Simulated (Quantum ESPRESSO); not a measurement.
# CoSi2 (R-3m) in Quantum ESPRESSO: relaxation of the atoms with PBEsol

Aim: the relaxation of the atoms of CoSi2 with PBEsol.

Everything below comes from runs of Quantum ESPRESSO 7.5. Logs are shortened: lines on timing, memory, paths and dates and some standing lists are left out, and cuts for length are marked.

### 1 Starting point

Symmetry: R-3m, No. 166, trigonal system. Conventional cell: a = 3.786 Å, b = 3.786 Å, c = 9.181 Å, α = 90.00°, β = 90.00°, γ = 120.00°. Around Co (site symmetry -3m) lie 8 Si at 2.30 to 2.32 Å. Si (site symmetry 3m) is surrounded by 4 Co at 2.30 to 2.32 Å.

The cell was built by a generator and needn't be a form met in nature.

### 2 Relaxation of the atoms, PBEsol

File pw.in:

```
&CONTROL
  calculation = 'relax'
  prefix = 'pwscf'
  outdir = './tmp'
  pseudo_dir = './pseudo'
  tprnfor = .true.
  disk_io = 'low'
  nstep = 40
  forc_conv_thr = 0.0004
  etot_conv_thr = 1d-05
/
&SYSTEM
  ibrav = 0
  nat = 3
  ntyp = 2
  ecutwfc = 56
  ecutrho = 448
  nbnd = 19
  occupations = 'smearing'
  smearing = 'mp'
  degauss = 0.00734986
/
&ELECTRONS
  conv_thr = 6d-10
  electron_maxstep = 120
  mixing_beta = 0.5
/
&IONS
  ion_dynamics = 'bfgs'
/
ATOMIC_SPECIES
Co    58.9332 co_pbesol_v1.2.uspp.F.UPF
Si    28.0850 si_pbesol_v1.uspp.F.UPF
CELL_PARAMETERS angstrom
   2.1856963540    0.0000000000    3.0603763336
  -1.0928481770    1.8928685675    3.0603763336
  -1.0928481770   -1.8928685675    3.0603763336
ATOMIC_POSITIONS crystal
Co     0.0000000000    0.0000000000    0.0000000000
Si     0.2500000000    0.2500000000    0.2500000000
Si     0.7500000000    0.7500000000    0.7500000000
K_POINTS automatic
16 16 16 0 0 0
```

Potentials or basis: GBRV 1.5 PBEsol.

The run is started by

```console
$ OMP_NUM_THREADS=1 pw.x -in pw.in > pw.out
```

pw.out:

```text
This program is part of the open-source Quantum ESPRESSO suite
     for quantum simulation of materials; please cite
[... 9 lines left out ...]
     --------------------
     sticks:   dense  smooth     PW     G-vecs:    dense   smooth      PW
     Sum        1561     777    253                41001    14451    2661

     Using Slab Decomposition

     bravais-lattice index     =            0
     lattice parameter (alat)  =       7.1068  a.u.
     unit-cell volume          =     256.3321 (a.u.)^3
     number of atoms/cell      =            3
     number of atomic types    =            2
     number of electrons       =        25.00
     number of Kohn-Sham states=           19
     kinetic-energy cutoff     =      56.0000  Ry
     charge density cutoff     =     448.0000  Ry
     scf convergence threshold =      6.0E-10
     mixing beta               =       0.5000
     number of iterations used =            8  plain     mixing
     energy convergence thresh.=      1.0E-05
     force convergence thresh. =      4.0E-04
     Exchange-correlation= SLA  PW   PSX  PSC
                           (   1   4  10   8   0   0   0)
     nstep                     =           40

     celldm(1)=   7.106770  celldm(2)=   0.000000  celldm(3)=   0.000000
     celldm(4)=   0.000000  celldm(5)=   0.000000  celldm(6)=   0.000000

     crystal axes: (cart. coord. in units of alat)
               a(1) = (   0.581188   0.000000   0.813770 )
               a(2) = (  -0.290594   0.503323   0.813770 )
               a(3) = (  -0.290594  -0.503323   0.813770 )

     reciprocal axes: (cart. coord. in units 2 pi/alat)
               b(1) = (  1.147076 -0.000000  0.409616 )
               b(2) = ( -0.573538  0.993397  0.409616 )
               b(3) = ( -0.573538 -0.993397  0.409616 )

     PseudoPot. # 1 for Co read from file:
     co_pbesol_v1.2.uspp.F.UPF
     Pseudo is Ultrasoft + core correction, Zval = 17.0
     Generated by new atomic code, or converted to UPF format
     Using radial grid of  863 points,  6 beta functions with:
                l(1) =   0
                l(2) =   0
                l(3) =   1
                l(4) =   1
                l(5) =   2
                l(6) =   2
     Q(r) pseudized with  8 coefficients,  rinner =    1.200   1.200   1.200
                                                       1.200   1.200

     PseudoPot. # 2 for Si read from file:
     si_pbesol_v1.uspp.F.UPF
     Pseudo is Ultrasoft + core correction, Zval =  4.0
     Generated by new atomic code, or converted to UPF format
     Using radial grid of  899 points,  6 beta functions with:
                l(1) =   0
                l(2) =   0
                l(3) =   1
                l(4) =   1
                l(5) =   2
                l(6) =   2
     Q(r) pseudized with  8 coefficients,  rinner =    0.900   0.900   0.900
                                                       0.900   0.900

     atomic species   valence    mass     pseudopotential
     Co               17.00    58.93320     Co( 1.00)
     Si                4.00    28.08500     Si( 1.00)

     12 Sym. Ops., with inversion, found

   Cartesian axes

     site n.     atom                  positions (alat units)
         1        Co     tau(   1) = (   0.0000000   0.0000000   0.0000000  )
         2        Si     tau(   2) = (   0.0000000   0.0000000   0.6103271  )
         3        Si     tau(   3) = (   0.0000000   0.0000000   1.8309814  )

     number of k points=   417  Methfessel-Paxton smearing, width (Ry)=  0.0073

     Number of k-points >= 100: set verbosity='high' to print them.

     Dense  grid:    41001 G-vectors     FFT dimensions: (  48,  48,  48)

     Smooth grid:    14451 G-vectors     FFT dimensions: (  36,  36,  36)

     Check: negative core charge=   -0.000010

     Initial potential from superposition of free atoms

     starting charge      23.9987, renormalised to      25.0000
     Starting wfcs are   21 randomized atomic wfcs

     Self-consistent Calculation

     iteration #  1     ecut=    56.00 Ry     beta= 0.50
     Davidson diagonalization with overlap
     ethr =  1.00E-02,  avg # of iterations =  4.2

     total energy              =    -307.86883731 Ry
     estimated scf accuracy    <      15.98923643 Ry

     iteration #  2     ecut=    56.00 Ry     beta= 0.50
     Davidson diagonalization with overlap
     ethr =  1.00E-02,  avg # of iterations =  3.0

     total energy              =    -316.76709123 Ry
     estimated scf accuracy    <      33.25932817 Ry

     iteration #  3     ecut=    56.00 Ry     beta= 0.50
     Davidson diagonalization with overlap
     ethr =  1.00E-02,  avg # of iterations =  2.0

     total energy              =    -317.46914014 Ry
     estimated scf accuracy    <       6.77069194 Ry

     iteration #  4     ecut=    56.00 Ry     beta= 0.50
     Davidson diagonalization with overlap
     ethr =  1.00E-02,  avg # of iterations =  1.4

     total energy              =    -317.69502507 Ry
     estimated scf accuracy    <       1.53943784 Ry

     iteration #  5     ecut=    56.00 Ry     beta= 0.50
     Davidson diagonalization with overlap
     ethr =  6.16E-03,  avg # of iterations =  1.0

     total energy              =    -317.29455610 Ry
     estimated scf accuracy    <       0.99468755 Ry

     iteration #  6     ecut=    56.00 Ry     beta= 0.50
     Davidson diagonalization with overlap
     ethr =  3.98E-03,  avg # of iterations =  1.7

     total energy              =    -317.56650159 Ry
     estimated scf accuracy    <       0.59534927 Ry

     iteration #  7     ecut=    56.00 Ry     beta= 0.50
     Davidson diagonalization with overlap
     ethr =  2.38E-03,  avg # of iterations =  1.0

     total energy              =    -317.53583337 Ry
     estimated scf accuracy    <       0.50389720 Ry

     iteration #  8     ecut=    56.00 Ry     beta= 0.50
     Davidson diagonalization with overlap
     ethr =  2.02E-03,  avg # of iterations =  1.0

     total energy              =    -317.51567950 Ry
     estimated scf accuracy    <       0.23107808 Ry

     iteration #  9     ecut=    56.00 Ry     beta= 0.50
     Davidson diagonalization with overlap
     ethr =  9.24E-04,  avg # of iterations =  1.1

     total energy              =    -317.51264635 Ry
     estimated scf accuracy    <       0.04220651 Ry

     iteration # 10     ecut=    56.00 Ry     beta= 0.50
     Davidson diagonalization with overlap
     ethr =  1.69E-04,  avg # of iterations =  1.6

     total energy              =    -317.51811693 Ry
     estimated scf accuracy    <       0.00255878 Ry
[... 33 lines left out ...]
     total energy              =    -317.51827695 Ry
     estimated scf accuracy    <       0.00000007 Ry

     iteration # 16     ecut=    56.00 Ry     beta= 0.50
     Davidson diagonalization with overlap
     ethr =  2.77E-10,  avg # of iterations =  2.1

     total energy              =    -317.51827696 Ry
     estimated scf accuracy    <       0.00000002 Ry

     iteration # 17     ecut=    56.00 Ry     beta= 0.50
     Davidson diagonalization with overlap
     ethr =  6.49E-11,  avg # of iterations =  1.3

     total energy              =    -317.51827696 Ry
     estimated scf accuracy    <          1.2E-09 Ry

     iteration # 18     ecut=    56.00 Ry     beta= 0.50
     Davidson diagonalization with overlap
     ethr =  4.89E-12,  avg # of iterations =  2.9

     End of self-consistent calculation

     Number of k-points >= 100: set verbosity='high' to print the bands.

     the Fermi energy is    12.8456 ev

!    total energy              =    -317.51827697 Ry
     estimated scf accuracy    <          9.6E-11 Ry
     smearing contrib. (-TS)   =      -0.00002122 Ry
     internal energy E=F+TS    =    -317.51825574 Ry

     The total energy is F=E-TS. E is the sum of the following terms:
     one-electron contribution =    -236.80305244 Ry
     hartree contribution      =     131.52890295 Ry
     xc contribution           =     -41.20584847 Ry
     ewald contribution        =    -171.03825779 Ry

     convergence has been achieved in  18 iterations

     Forces acting on atoms (cartesian axes, Ry/au):

     atom    1 type  1   force =     0.00000000   -0.00000000    0.00000000
     atom    2 type  2   force =    -0.00000000    0.00000000    0.00409575
     atom    3 type  2   force =     0.00000000   -0.00000000   -0.00409575

     Total force =     0.005792     Total SCF correction =     0.000000

     BFGS Geometry Optimization
     Energy error            =      3.4E-05 Ry
     Gradient error          =      4.1E-03 Ry/Bohr

     number of scf cycles    =   1
     number of bfgs steps    =   0

     energy             new  =    -317.5182769652 Ry

     new trust radius        =       0.0040957525 bohr
     new conv_thr            =       0.0000000006 Ry

ATOMIC_POSITIONS (crystal)
Co               0.0000000000       -0.0000000000        0.0000000000
Si               0.2502360689        0.2502360689        0.2502360689
Si               0.7497639311        0.7497639311        0.7497639311

     NEW-OLD atomic charge density approx. for the potential

     Check: negative core charge=   -0.000010

     Self-consistent Calculation

     iteration #  1     ecut=    56.00 Ry     beta= 0.50
     Davidson diagonalization with overlap
     ethr =  1.00E-06,  avg # of iterations =  2.0

     Threshold (ethr) on eigenvalues was too large:
     Diagonalizing with lowered threshold

     Davidson diagonalization with overlap
     ethr =  4.86E-09,  avg # of iterations =  3.9

     total energy              =    -317.51830631 Ry
     estimated scf accuracy    <       0.00000140 Ry

     iteration #  2     ecut=    56.00 Ry     beta= 0.50
     Davidson diagonalization with overlap
     ethr =  5.60E-09,  avg # of iterations =  1.9

     total energy              =    -317.51830648 Ry
     estimated scf accuracy    <       0.00000009 Ry

     iteration #  3     ecut=    56.00 Ry     beta= 0.50
     Davidson diagonalization with overlap
     ethr =  3.79E-10,  avg # of iterations =  2.2

     total energy              =    -317.51830646 Ry
     estimated scf accuracy    <       0.00000050 Ry

     iteration #  4     ecut=    56.00 Ry     beta= 0.50
     Davidson diagonalization with overlap
     ethr =  3.79E-10,  avg # of iterations =  2.1

     total energy              =    -317.51830651 Ry
     estimated scf accuracy    <       0.00000001 Ry

     iteration #  5     ecut=    56.00 Ry     beta= 0.50
     Davidson diagonalization with overlap
     ethr =  4.96E-11,  avg # of iterations =  1.1

     total energy              =    -317.51830651 Ry
     estimated scf accuracy    <          8.8E-10 Ry

     iteration #  6     ecut=    56.00 Ry     beta= 0.50
     Davidson diagonalization with overlap
     ethr =  3.53E-12,  avg # of iterations =  2.3

     End of self-consistent calculation

     Number of k-points >= 100: set verbosity='high' to print the bands.
[... 309 lines left out ...]
     iteration #  6     ecut=    56.00 Ry     beta= 0.50
     Davidson diagonalization with overlap
     ethr =  1.26E-12,  avg # of iterations =  1.6

     total energy              =    -317.51834745 Ry
     estimated scf accuracy    <          4.2E-11 Ry

     iteration #  7     ecut=    56.00 Ry     beta= 0.50
     Davidson diagonalization with overlap
     ethr =  1.67E-13,  avg # of iterations =  2.2

     total energy              =    -317.51834745 Ry
     estimated scf accuracy    <          7.3E-12 Ry

     iteration #  8     ecut=    56.00 Ry     beta= 0.50
     Davidson diagonalization with overlap
     ethr =  1.00E-13,  avg # of iterations =  1.0

     End of self-consistent calculation

     Number of k-points >= 100: set verbosity='high' to print the bands.

     the Fermi energy is    12.8458 ev

!    total energy              =    -317.51834745 Ry
     estimated scf accuracy    <          9.2E-14 Ry
     smearing contrib. (-TS)   =      -0.00000853 Ry
     internal energy E=F+TS    =    -317.51833893 Ry

     The total energy is F=E-TS. E is the sum of the following terms:
     one-electron contribution =    -236.79487793 Ry
     hartree contribution      =     131.52488147 Ry
     xc contribution           =     -41.20571520 Ry
     ewald contribution        =    -171.04262727 Ry

     convergence has been achieved in   8 iterations

     Forces acting on atoms (cartesian axes, Ry/au):

     atom    1 type  1   force =     0.00000000    0.00000000    0.00000000
     atom    2 type  2   force =    -0.00000000    0.00000000    0.00000196
     atom    3 type  2   force =    -0.00000000   -0.00000000   -0.00000196

     Total force =     0.000003     Total SCF correction =     0.000000
     Energy error            =      8.4E-07 Ry
     Gradient error          =      2.0E-06 Ry/Bohr

     bfgs converged in   5 scf cycles and   4 bfgs steps
     (criteria: energy <  1.0E-05 Ry, force <  4.0E-04 Ry/Bohr)

     End of BFGS Geometry Optimization

     Final energy             =    -317.5183474502 Ry

Begin final coordinates

ATOMIC_POSITIONS (crystal)
Co              -0.0000000000        0.0000000000        0.0000000000
Si               0.2509937562        0.2509937562        0.2509937562
Si               0.7490062438        0.7490062438        0.7490062438
End final coordinates

=------------------------------------------------------------------------------=
   JOB DONE.
=------------------------------------------------------------------------------=
```

It took 38 min on 1 thread of AMD EPYC, shared host; peak memory 0.39 GiB.

Results:

```
Free energy               : -4320.0572 eV
Energy gained by relaxing : 0.3 meV/atom
Ionic steps               : 5
Band gap on the k mesh    : none (metal or under the smearing width)
```

Step by step:
```tsv
step	energy change (eV)	largest force (eV/Å)
1	0.0000	0.1053
2	-0.0004	0.0802
3	-0.0007	0.0526
4	-0.0009	0.0115
5	-0.0010	0.0001
```

Final structure:
```cif
data_structure
_symmetry_space_group_name_H-M 'P 1'
_symmetry_Int_Tables_number 1
_cell_length_a 3.7607
_cell_length_b 3.7607
_cell_length_c 3.7607
_cell_angle_alpha 60.440
_cell_angle_beta 60.440
_cell_angle_gamma 60.440
_cell_volume 37.98
loop_
_atom_site_label
_atom_site_type_symbol
_atom_site_fract_x
_atom_site_fract_y
_atom_site_fract_z
_atom_site_occupancy
Co1 Co 0.00000 0.00000 0.00000 1
Si1 Si 0.25099 0.25099 0.25099 1
Si2 Si 0.74901 0.74901 0.74901 1
```

Spin polarisation is off, so any magnetic state and its effect on volume and gap are missing.
